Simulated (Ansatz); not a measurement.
# BiTe (Fm-3m) in Ansatz: notebook

Runs on BiTe. Level: HSE06 form with a typed share of exact exchange. Tasks: single point.

All numbers are computed with Ansatz 0.2.0; they aren't measurements. Logs are shortened: lines on timing, memory, paths and dates and some standing lists are left out, and cuts for length are marked.

### Step 1. Starting point

The structure is cubic, space group Fm-3m (No. 225). Conventional cell: a = 6.470 Å, b = 6.470 Å, c = 6.470 Å, α = 90.00°, β = 90.00°, γ = 90.00°. Bi (site symmetry m-3m) has 6 Te at 3.23 Å as nearest neighbours. Te (site symmetry m-3m) is surrounded by 6 Bi at 3.23 Å.

### Step 2. Single point, HSE06 form with a typed share of exact exchange

File input:

```
crystal:
  lattice:
    - [0.0, 3.235, 3.235]
    - [3.235, 0.0, 3.235]
    - [3.235, 3.235, 0.0]
  atoms:
    - { symbol: Bi, position: [0.0, 0.0, 0.0] }
    - { symbol: Te, position: [0.5, 0.5, 0.5] }
hamiltonian:
  xc: { exchange: pbe, correlation: pbe, exx: { coeff: 0.25, omega: 0.2 } }
  pseudopotentials: { kind: paw }
kpoints:
  mp_grid: { grid: [4, 4, 4] }
scf:
  occupations: { method: fermi_dirac, width: 0.05 }
output:
  forces: true
  stress: true
  eigenvalues: true
```

Potentials or basis: Ansatz PAW.

Output:

```text
Warning: output.stress: scf.convergence.dr2_threshold = 1e-7 eV (the SCF's general default) is looser than the 2e-10 eV advised for a printed stress (1e-10 eV for each atom of the cell: 2). What an SCF threshold leaves in a stress goes as its square root, and in the free energy as the threshold itself, and one threshold admits the most on a small cell: of the crystals measured, under no hybrid functional and no lock of the moments, on runs that ended without the residual-converged pass, on stresses that held no estimate of that error, the worst erred by over 100 MPa in a component at 1e-7 eV an atom and by under 5 at 1e-10. Set scf.convergence.dr2_threshold to 2e-10 eV or tighter. The threshold is an SCF's pass mark: one that does not reach it within its budget of iterations ends unconverged, or closes short of it on a stop that the run arms, and scf.convergence.dr2_threshold's page says what that costs each kind of run
Warning: output.stress: scf.exx.energy_threshold = 1e-6 eV is looser than the 2e-8 eV advised for a stress under a hybrid functional (1e-8 eV for each atom of the cell: 2). Every SCF of the exchange loop can meet its threshold on dr2 while the loop round them stops early: no threshold on dr2 bounds what that leaves in the stress. Set scf.exx.energy_threshold to 2e-8 eV or tighter. The threshold is the loop's pass mark: a loop that does not reach it within its budget of cycles ends unconverged, and scf.exx.energy_threshold's page has the law
GPUs: using 1 of 1 available (devices: 1).
Engine: ansatz 0.2.0, x86_64-unknown-linux-gnu
Pseudopotentials: kind: paw
Pseudopotential: Bi, paw, valence charge 15, recommended cutoff 420 eV (normal), Bi.paw.azcp
Pseudopotential: Te, paw, valence charge 16, recommended cutoff 420 eV (normal), Te.paw.azcp
Functional definition: unnamed
  parameter a_1 = 0.25
  parameter omega_1 = 0.2/angstrom
  exchange = pbe_x + (-a_1)*pbe_x_sr(omega_1) + a_1*exact_x_sr(omega_1)
  correlation = pbe_c
device memory: the entry about to start is reckoned to put 0.7 GiB on a device that reports 66.9 GiB free (of which the cap on the GPU budget leaves the run 18.0 GiB)
GPU FFT provider: cuFFT
GPU libraries: cuBLAS 13.8.2, cuFFT 12.4.0, cuSOLVER 12.3.4
Crystal: 2 atoms, lattice volume = 67.710 Å³
Basis set: ecut = 420 eV, 1363 PW (Γ), exchange–correlation on 64×64×64 points (8 copies of the dense FFT grid, shifted against one another)
Bands: 20, of which v1, the nominal top of the filled ones, is band 16 counted from 1 (15 counted from 0)
Symmetry: 48 space group operations
Space group: Fm-3m (ITA 225), of the structure as read, at distance tolerance 4.1e-5 Å
k-points: 8 of 64
Non-local potential: Bi, projectors of the file, l = 0: 2, l = 1: 2, l = 2: 2, l = 3: 2
Non-local potential: Te, projectors of the file, l = 0: 2, l = 1: 2, l = 2: 2, l = 3: 2
PAW form: soft (Blöchl's): semilocal exchange-correlation on the pseudo side does not see the compensation charge
PAW frozen core: Bi, regenerated for the run's functional, and the local potential with it (the file was generated under x = pbe(κ = 0.804, μ = 0.2195149727645171), c = pbe(β = 0.06672455060314922))
PAW frozen core: Te, regenerated for the run's functional, and the local potential with it (the file was generated under x = pbe(κ = 0.804, μ = 0.2195149727645171), c = pbe(β = 0.06672455060314922))
PAW one-centre angular grid: Bi, 590 points (default); XC on 64 Gauss nodes
PAW one-centre angular grid: Te, 590 points (default); XC on 64 Gauss nodes
Initial density: superposition of atomic densities (neutral atoms: chi_scale 0, normalization atom), corrected by the library's trained network
Initial wavefunctions: pseudopotential atomic-orbital guess
GPU buffer pool allocated for 32768 grid points (all kernels)
GPU transforms: local potential and band sums: pruned to the plane-wave sphere, on 30×32×32
Functional: x = pbe(κ = 0.804, μ = 0.2195149727645171), c = pbe(β = 0.06672455060314922), warm-up for x = pbe(κ = 0.804, μ = 0.2195149727645171) + 0.25 (exact − pbe) at short range (hse, ω = 0.2 Å⁻¹), c = pbe(β = 0.06672455060314922)
SCF iter   1: F=—  HF=-19376.687160 eV  |F-HF|=—  |Δ(HF+E_count)|=         —  Δρ=1.44e-3  dr2=2.50e-3  ethr=1.77e-3  ⟨swp⟩=11.8  Hψ=703  notcnv=0
preconditioner: auto → Kerker (q_TF=auto, 2.395 Å⁻¹)  [metal: Δε(μ)=0.086 eV  Ē_g=9.533 eV  σ=0.050 eV  W_gap=0.39  n_scr=14 (ndim 8)  ℏωp=15.0 eV  f_vac=0.012  D(μ)=3.11/eV (n_scr^D=26)]
SCF iter   2: F=—  HF=-19376.687981 eV  |F-HF|=—  |Δ(HF+E_count)|=   8.21e-4  Δρ=9.11e-4  dr2=1.01e-3  ethr=8.07e-6  ⟨swp⟩=5.4  Hψ=503  notcnv=0  defer=7
iter 3 solved again at ethr=2.30e-7 eV; its pass at ethr=3.24e-6 eV (dr2=7.13e-5 eV) is discarded
SCF iter   3: F=—  HF=-19376.687947 eV  |F-HF|=—  |Δ(HF+E_count)|=   3.40e-5  Δρ=2.28e-4  dr2=7.14e-5  ethr=2.30e-7  ⟨swp⟩=3.1  Hψ=619  notcnv=0  defer=1
SCF iter   4: F=—  HF=-19376.687960 eV  |F-HF|=—  |Δ(HF+E_count)|=   1.38e-5  Δρ=7.31e-5  dr2=7.14e-6  ethr=2.30e-7  ⟨swp⟩=3.1  Hψ=309  notcnv=0  defer=1
SCF iter   5: F=—  HF=-19376.687967 eV  |F-HF|=—  |Δ(HF+E_count)|=   7.05e-6  Δρ=2.19e-5  dr2=2.77e-7  ethr=2.30e-8  ⟨swp⟩=3.2  Hψ=336  notcnv=0  defer=1
SCF iter   6: F=—  HF=-19376.687968 eV  |F-HF|=—  |Δ(HF+E_count)|=   1.01e-6  Δρ=6.99e-6  dr2=2.67e-8  ethr=8.93e-10  ⟨swp⟩=3.6  Hψ=417  notcnv=0  defer=1
SCF iter   7: F=—  HF=-19376.687968 eV  |F-HF|=—  |Δ(HF+E_count)|=   1.03e-7  Δρ=1.36e-6  dr2=1.20e-9  ethr=8.62e-11  ⟨swp⟩=3.8  Hψ=342  notcnv=0  defer=1
SCF iter   8: F=-19376.687968 eV  HF=-19376.687968 eV  |F-HF|=6.18e-11  |Δ(HF+E_count)|=   3.38e-9  Δρ=2.72e-7  dr2=3.94e-11  ethr=3.88e-12  ⟨swp⟩=3.6  Hψ=376  notcnv=0
SCF 1 converged in 8 iterations: F = -19376.687968 eV  dr2 = 3.94e-11
device memory: the entry about to start is reckoned to put 1.3 GiB on a device that reports 66.9 GiB free (of which the cap on the GPU budget leaves the run 18.0 GiB)
GPU FFT provider: cuFFT
GPU libraries: cuBLAS 13.8.2, cuFFT 12.4.0, cuSOLVER 12.3.4
Initial density: handed on by an earlier stage of this run
Initial wavefunctions: those handed on with the density
GPU buffer pool allocated for 32768 grid points (all kernels)
GPU transforms: local potential and band sums: pruned to the plane-wave sphere, on 30×32×32
Functional: x = pbe(κ = 0.804, μ = 0.2195149727645171) + 0.25 (exact − pbe) at short range (hse, ω = 0.2 Å⁻¹), c = pbe(β = 0.06672455060314922)
Exchange kernel: α = 0.2500, screened, ω = 0.2000 Å⁻¹, Wigner–Seitz truncation, v(0) = 1120.5807 eV·Å³, q-mesh 4×4×4, nearest image of the exchange supercell L = 18.30 Å, pair-density grid 18×18×18, without the augmentation charges, whose exchange is taken in its separable form by FFT convolution over the k-point mesh (sized by the pseudopotential files, 25×25×25 at the most), smooth part of the exact exchange by density-matrix convolution in up to 1.74 GiB of GPU memory as planned if the GPU has room (build and FFT work areas not counted)
Frozen-core exchange: fock
iter 1 solved again at ethr=1.58e-5 eV; its pass at ethr=1.00e-1 eV (dr2=4.88e-3 eV) is discarded
SCF iter   1: F=—  HF=-19384.735320 eV  |F-HF|=—  |Δ(HF+E_count)|=         —  Δρ=3.92e-3  dr2=5.82e-3  ethr=1.58e-5  ⟨swp⟩=4.6  Hψ=935  notcnv=0
preconditioner: auto → none  [insulator: Δε(μ)=0.170 eV  Ē_g=10.607 eV  σ=0.050 eV  W_gap=0.66  n_scr=14 (ndim 8)  ℏωp=15.0 eV  f_vac=0.013  D(μ)=2.06/eV (n_scr^D=14)]
SCF iter   2: F=—  HF=-19384.733863 eV  |F-HF|=—  |Δ(HF+E_count)|=   1.46e-3  Δρ=1.58e-3  dr2=1.35e-3  ethr=1.58e-5  ⟨swp⟩=2.1  Hψ=287  notcnv=0
SCF iter   3: F=—  HF=-19384.738250 eV  |F-HF|=—  |Δ(HF+E_count)|=   4.39e-3  Δρ=6.41e-4  dr2=1.82e-4  ethr=2.77e-6  ⟨swp⟩=4.0  Hψ=387  notcnv=0
SCF iter   4: F=—  HF=-19384.738221 eV  |F-HF|=—  |Δ(HF+E_count)|=   2.90e-5  Δρ=6.90e-5  dr2=1.36e-5  ethr=5.18e-7  ⟨swp⟩=3.0  Hψ=315  notcnv=0
SCF iter   5: F=-19384.738292 eV  HF=-19384.738292 eV  |F-HF|=8.42e-7  |Δ(HF+E_count)|=   7.15e-5  Δρ=7.45e-5  dr2=3.19e-6  ethr=1.46e-8  ⟨swp⟩=4.5  Hψ=526  notcnv=0
SCF 2 stopped early in 5 iterations: F = -19384.738292 eV  dr2 = 3.19e-6
hybrid outer 1: dexx = +5.218e-3 eV, tail = 6.03e-5 eV
GPU FFT provider: cuFFT
GPU libraries: cuBLAS 13.8.2, cuFFT 12.4.0, cuSOLVER 12.3.4
GPU buffer pool allocated for 32768 grid points (all kernels)
GPU transforms: local potential and band sums: pruned to the plane-wave sphere, on 30×32×32
Exchange kernel: α = 0.2500, screened, ω = 0.2000 Å⁻¹, Wigner–Seitz truncation, v(0) = 1120.5807 eV·Å³, q-mesh 4×4×4, nearest image of the exchange supercell L = 18.30 Å, pair-density grid 18×18×18, without the augmentation charges, whose exchange is taken in its separable form by FFT convolution over the k-point mesh (sized by the pseudopotential files, 25×25×25 at the most), smooth part of the exact exchange by density-matrix convolution in up to 1.74 GiB of GPU memory as planned if the GPU has room (build and FFT work areas not counted)
Frozen-core exchange: fock
SCF iter   1: F=—  HF=-19384.738225 eV  |F-HF|=—  |Δ(HF+E_count)|=         —  Δρ=3.38e-5  dr2=1.79e-6  ethr=9.72e-7  ⟨swp⟩=3.0  Hψ=328  notcnv=0
preconditioner: auto → none  [insulator: Δε(μ)=0.205 eV  Ē_g=10.613 eV  σ=0.050 eV  W_gap=0.72  n_scr=14 (ndim 8)  ℏωp=15.0 eV  f_vac=0.012  D(μ)=1.71/eV (n_scr^D=14)]
SCF iter   2: F=—  HF=-19384.738225 eV  |F-HF|=—  |Δ(HF+E_count)|=   1.65e-7  Δρ=1.29e-5  dr2=1.25e-7  ethr=5.63e-9  ⟨swp⟩=4.0  Hψ=416  notcnv=0
SCF iter   3: F=—  HF=-19384.738225 eV  |F-HF|=—  |Δ(HF+E_count)|=   2.90e-7  Δρ=6.17e-6  dr2=2.71e-8  ethr=2.49e-10  ⟨swp⟩=4.6  Hψ=448  notcnv=0  defer=2
SCF iter   4: F=-19384.738225 eV  HF=-19384.738225 eV  |F-HF|=6.91e-11  |Δ(HF+E_count)|=  8.62e-10  Δρ=2.47e-6  dr2=3.20e-9  ethr=7.16e-11  ⟨swp⟩=3.0  Hψ=307  notcnv=0
SCF 3 converged in 4 iterations: F = -19384.738225 eV  dr2 = 3.20e-9
  Residual-converged pass: ⟨swp⟩=3.9  Hψ=403  notcnv=0  max |occ|·‖R‖ = 2.2e-6 eV (tolerance 2.4e-6 eV)  dr2=3.33e-9  dr2_onsite=2.15e-10  max |Δocc| = 6.5e-12
hybrid outer 2: dexx = +3.254e-7 eV, tail = 1.14e-8 eV, Δε = 2.79e-3 eV (about 9.35e-5 eV left of the loop's levels)
hybrid SCF converged: 2 outer / 9 inner (+8 warm-up), last move |dexx| = 3.25e-7 eV, tail = 1.14e-8 eV
Stability not checked: this state was not tested for a lower state beside it, because the functional holds exact exchange (a hybrid, or Hartree-Fock), whose exchange loop this test does not read (fock_operator; see scf.lower_state_search)
Free energy (F): -19384.738225 eV
Frozen-core exchange: fock
Harris-Foulkes:  -19384.738225 eV  (|F-HF|=6.91e-11)
Internal energy: -19384.723968 eV  (E = F + TS)
E sigma→0 (E₀):  -19384.731096 eV
Entropy (-TS):   -0.014258 eV (-7.129 meV/atom)
Fermi energy:    9.739464 eV
--- Per-component energies (eV) ---
  E_band       = -424.265713
  E_kinetic    = 479.810494
  E_local      = -2758.972842  (includes V_loc(G=0)·N_el)
  E_nonlocal   = 250.089730
  E_hartree    = 1290.066254
  E_xc         = -221.048761
  E_vxc        = -198.309895  (∫ρ·V_xc dr)
  E_exx        = -80.243853  (= α·E_x^exact, valence–valence)
  E_paw        = -15308.240628  (= ΣΔE_a)
  E_vpaw       = -616.526952  (= ΣTr[D̂ρ^β])
  E_aug_tail   = -0.000616  (compensation charges beyond the density's cutoff)
  E_ewald      = -3036.155726
  E_core_change = -0.028015  (= ΣΔE_core)
  E_smearing   = -0.014258  (= −TS)
  E_closure    = -0.000004  (closes the sum)
  Σ components = -19384.738225   (vs F -19384.738225, Δ=-3.64e-12)
--- Forces (eV/Å), atoms counted from 1 ---
  atom   1  Bi    -0.00000000     0.00000000     0.00000000
  atom   2  Te    -0.00000000     0.00000000     0.00000000
  max |Σ_I F_I| component: 2.42e-29 eV/Å
--- Stress (GPa, compression-positive) ---
       -1.305188       0.000000      -0.000000
        0.000000      -1.305188      -0.000000
       -0.000000      -0.000000      -1.305188
  P = ⅓ Tr σ = -1.3052 GPa (-13.052 kbar)
--- Band table (eV; the first three rows and the last of 8) ---
  k-point 0: bands = ["-30.3220", "-30.3220", "-30.3170", "-30.3170", "-30.3170", "-15.6178", "-15.6178", "-15.6065", "-15.6065", "-15.6065", "-5.3125", "0.9596", "6.7090", "6.7090", "6.7090", "12.2679", "12.2679", "12.2679", "14.8084", "14.8084"]
  k-point 1: bands = ["-30.3218", "-30.3218", "-30.3168", "-30.3167", "-30.3167", "-15.6205", "-15.6205", "-15.6056", "-15.6035", "-15.6035", "-4.6947", "-0.4876", "6.9375", "6.9375", "7.3097", "10.3987", "10.5088", "10.5088", "14.9928", "15.9652"]
  k-point 2: bands = ["-30.3217", "-30.3217", "-30.3167", "-30.3165", "-30.3165", "-15.6236", "-15.6236", "-15.6045", "-15.6001", "-15.6001", "-3.1838", "-2.6464", "7.4329", "7.4329", "7.9284", "8.9669", "9.0380", "9.0380", "17.6274", "18.1581"]
  k-point 7: bands = ["-30.3221", "-30.3216", "-30.3166", "-30.3166", "-30.3160", "-15.6294", "-15.6185", "-15.6031", "-15.6031", "-15.5958", "-2.7700", "-2.1855", "4.0154", "4.0154", "7.8586", "9.4835", "14.1678", "14.1678", "15.3700", "15.3700"]
```

Wall time 7.6 s (1 × NVIDIA H100 80GB HBM3 with 2 threads of AMD EPYC 7R13 (Zen 3), shared host); peak memory 1.8 GiB.

Results:

| Quantity | Value |
| --- | --- |
| Free energy | -19384.7382 eV |
| Pressure | -1.3 GPa |
| Band gap on the k mesh | none (metal or under the smearing width) |

Caveat: the k mesh is coarse (spacing up to 0.42 Å⁻¹), so the values aren't converged, least of all with exact exchange; spin-orbit coupling is left out, which moves the levels of the heavy elements; the PAW data sets come from PBE, with cores solved anew for the run's functional, which leaves a small shift of forces and pressure; the thresholds are loose for stress.

### Step 3. Single point, HSE06 form with a typed share of exact exchange

Changes to input since step 2:

```diff
@@ -9,3 +9,3 @@
 hamiltonian:
-  xc: { exchange: pbe, correlation: pbe, exx: { coeff: 0.25, omega: 0.2 } }
+  xc: { exchange: pbe, correlation: pbe, exx: { coeff: 0.25, omega: 0.3 } }
   pseudopotentials: { kind: paw }
@@ -19 +19,5 @@
   eigenvalues: true
+  write_density: true
+  write_potential: true
+  elf: true
+  volumetric_format: npy
```

Potentials or basis: Ansatz PAW.

Run time: 7.9 s. Hardware: 1 × NVIDIA H100 80GB HBM3 with 2 threads of AMD EPYC 7R13 (Zen 3), shared host; peak memory 1.9 GiB.

Results (log left out):

```yaml
Free_energy: -19384.7480 eV
Pressure: -1.0 GPa
Band_gap_on_the_k_mesh: none (metal or under the smearing width)
```

Levels at points of the mesh, in eV from the Fermi level:
| k point | band 11 | band 12 | band 13 | band 14 | band 15 | band 16 | band 17 | band 18 | band 19 | band 20 |
| --- | --- | --- | --- | --- | --- | --- | --- | --- | --- | --- |
| (0.00, 0.00, 0.00) | -14.83 | -8.64 | -2.90 | -2.90 | -2.90 | 2.42 | 2.42 | 2.42 | 4.98 | 4.98 |
| (0.00, 0.00, -0.50) | -12.71 | -12.17 | -2.21 | -2.21 | -1.73 | -0.77 | -0.67 | -0.67 | 7.77 | 8.30 |
| (0.00, -0.50, -0.50) | -12.84 | -10.73 | -6.28 | -4.50 | -4.50 | 2.42 | 3.97 | 3.97 | 5.45 | 9.27 |

Caveat: the k mesh is coarse (spacing up to 0.42 Å⁻¹), so the values aren't converged, least of all with exact exchange; spin-orbit coupling is left out, which moves the levels of the heavy elements; the PAW data sets come from PBE, with cores solved anew for the run's functional, which leaves a small shift of forces and pressure; the thresholds are loose for stress.
